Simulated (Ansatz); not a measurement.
**CH7FN2Si: one species, many methods**

An exercise on one series of results from a longer session: the logs are not shown, and one member is left open.

The runs use Ansatz 0.2.0, Gaussian basis; functionals in def2-TZVPP, the program's frozen cores in correlated methods.

Plan: PBE-D4, r2SCAN-D4, PBE0-D4, B3LYP-D4, ωB97X-V, ωB97M-V, B2PLYP; CCSD(T)/def2-TZVPP; MP2/def2-QZVPP; extrapolation to the limit.

### The relaxed structure

The geometry comes from an earlier relaxation with PBE0-D4 in a triple-zeta def2 set; it is a stationary point, not always the lowest conformer.

SMILES `NC[SiH](N)F`, 12 atoms, charge 0, spin multiplicity 1.

Atoms are counted from 1 here; the program's logs count them from 0.

Bond lengths: N1–C2 1.465 Å, N1–H6 1.012 Å, N1–H7 1.012 Å, C2–Si3 1.869 Å, C2–H8 1.095 Å, C2–H9 1.100 Å, Si3–N4 1.694 Å, Si3–F5 1.613 Å, Si3–H10 1.482 Å, N4–H11 1.008 Å, N4–H12 1.005 Å. Angles: C2–N1–H6 110.4°, C2–N1–H7 111.1°, H6–N1–H7 106.8°, N1–C2–Si3 108.5°, N1–C2–H8 108.7°, N1–C2–H9 114.7°, Si3–C2–H8 106.9°, Si3–C2–H9 111.1°, H8–C2–H9 106.6°, C2–Si3–N4 107.2°, C2–Si3–F5 106.3°, C2–Si3–H10 114.8°, N4–Si3–F5 113.7°, N4–Si3–H10 110.0°, F5–Si3–H10 105.0°, Si3–N4–H11 118.1°, Si3–N4–H12 123.7°, H11–N4–H12 112.9°.

The first run:

File in.yaml:

```yaml
crystal:
  periodic: [false, false, false]
  atoms:
    - {symbol: N, position_ang: [-0.859254, 0.847317, 1.120084]}
    - {symbol: C, position_ang: [-0.595386, 0.869808, -0.320700]}
    - {symbol: Si, position_ang: [0.795436, -0.323635, -0.688273]}
    - {symbol: N, position_ang: [0.367405, -1.815695, -0.010320]}
    - {symbol: F, position_ang: [2.126447, 0.322421, -0.045340]}
    - {symbol: H, position_ang: [-0.074501, 1.235205, 1.628829]}
    - {symbol: H, position_ang: [-1.666741, 1.411922, 1.351750]}
    - {symbol: H, position_ang: [-1.481478, 0.497030, -0.845084]}
    - {symbol: H, position_ang: [-0.380879, 1.866780, -0.734176]}
    - {symbol: H, position_ang: [1.107459, -0.490976, -2.127511]}
    - {symbol: H, position_ang: [-0.153006, -1.813416, 0.853344]}
    - {symbol: H, position_ang: [0.891600, -2.662058, -0.148503]}
basis:
  gaussian: {orbitals: def2-TZVPP}
hamiltonian: {xc: pbe, dispersion: d4}
output: {forces: true, orbitals: {seedname: orbitals}}
```

On the command line:

```console
> ansatz run in.yaml --threads 4 --pin off --events-out ev --progress --plain --max-ram 10444MiB
```

Steps of the session up to this table: PBE-D4 (GGA); r2SCAN-D4 (meta-GGA); PBE0-D4 (hybrid); B3LYP-D4 (hybrid); ωB97X-V (range-separated); ωB97M-V (range-separated); B2PLYP (double hybrid); CCSD(T) in def2-TZVPP; MP2 in def2-QZVPP.

One of the session's tables, all rows but one given; the rest of the session is left out.

| method | atomisation energy (eV) |
| --- | --- |
| PBE-D4 | 46.247 |
| r2SCAN-D4 | 45.329 |
| PBE0-D4 | 45.358 |
| B3LYP-D4 | 45.647 |
| ωB97X-V | 45.773 |
| ωB97M-V | 45.768 |
| B2PLYP | ? |
| HF/def2-TZVPP | 32.147 |
| MP2/def2-TZVPP | 44.836 |
| CCSD/def2-TZVPP | 43.572 |
| CCSD(T)/def2-TZVPP | 44.198 |
| MP2/CBS | 46.266 |
| CCSD(T)/CBS | 45.629 |

Estimate the missing values for B2PLYP.

As computed: atomisation energy (eV): 45.087. In the column «atomisation energy (eV)» it lies between MP2/def2-TZVPP (44.836) and r2SCAN-D4 (45.329).
